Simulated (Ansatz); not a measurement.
I need a scan of the Hubbard U of CuI2, space group P4/mmm. Use Ansatz's Python interface. Level of theory (first run): LDA, PAW, the default cutoff (420 eV here), 6×6×7 k-points, Fermi-Dirac smearing of 0.1 eV.

```yaml
crystal:
  lattice:
    - [5.20038, 0.00000, 0.00000]
    - [0.00000, 5.20038, 0.00000]
    - [0.00000, 0.00000, 4.54417]
  atoms:
    - { symbol: Cu, position: [0.00000, 0.00000, 0.00000] }
    - { symbol: I, position: [0.00000, 0.50000, 0.00000] }
    - { symbol: I, position: [0.50000, 0.00000, 0.00000] }
```

Script `cui2_plus_u.py`:
```python
"""DFT+U scan for CuI2."""

import ansatz as az
import numpy as np


def count_gap(report):
    # lowest empty less highest filled band, counting bands; zero where they overlap
    return max(report.get("gap_by_band_count_ev") or 0.0, 0.0)

structure = (
    az.Lattice.of((5.200384, 0.0, 0.0), (0.0, 5.200384, 0.0), (0.0, 0.0, 4.54417))
    .atom("Cu", (0.0, 0.0, 0.0))
    .atom("I", (0.0, 0.5, 0.0))
    .atom("I", (0.5, 0.0, 0.0))
)

base = structure.calculation()
base = base.occupations("fermi_dirac", width=0.1)
base = base.kpoints(spacing=0.22)
base = base.functional(az.Functional.LDA)
base = base.band_table()
rows = []
for u in [0.0, 2.0, 4.0, 6.0]:
    data = base.hubbard("Cu", "d", u_eff=u).run(threads=1).report
    shell = data["hubbard"]["n_scf"]
    rows.append((u, count_gap(data), sum(shell) / len(shell), data["n_iterations"]))
print("      U_eff eV  gap by band count eV  Cu d occupation (projector)      iterations")
for row in rows:
    print(f"{str(row[0]):>14s}  {row[1]:20.3f}  {row[2]:27.4f}  {row[3]:14d}")
```

```console
$ python cui2_plus_u.py
DeckWarning: basis.ecutwfc = 420 eV, auto-derived from the records' recommended cutoffs: set by Cu (normal level)
      U_eff eV  gap by band count eV  Cu d occupation (projector)      iterations
           0.0                 0.000                       9.7730              11
           2.0                 0.000                       9.8133              11
           4.0                 0.000                       9.8472               9
           6.0                 0.000                       9.8750              10
```
(Warnings from the package without file and line.)

Reading the output:
- The cell holds an odd number of electrons and is run without spin, so a magnetic state may lie lower.
- A gap by band count of zero or less means overlapping bands, a metal, and at an odd count of electrons it is no gap at all.
- A Hubbard U without spin forces both spins into the same orbitals, which can open a gap or pick a state that a spin-polarised run wouldn't.
- The structure comes from a database of computed cells and needn't be a stable or known phase.
- Levels are Kohn-Sham eigenvalues on this mesh, without spin-orbit coupling.
- Shell occupations and the effect of U depend on the projectors; a run with no .spin step is spin-unpolarised, and each U may end in a state that isn't the lowest.
- Wall time of the script: 46 s on 1 thread of Arm Neoverse V2 (shared host), peak memory 0.53 GiB.
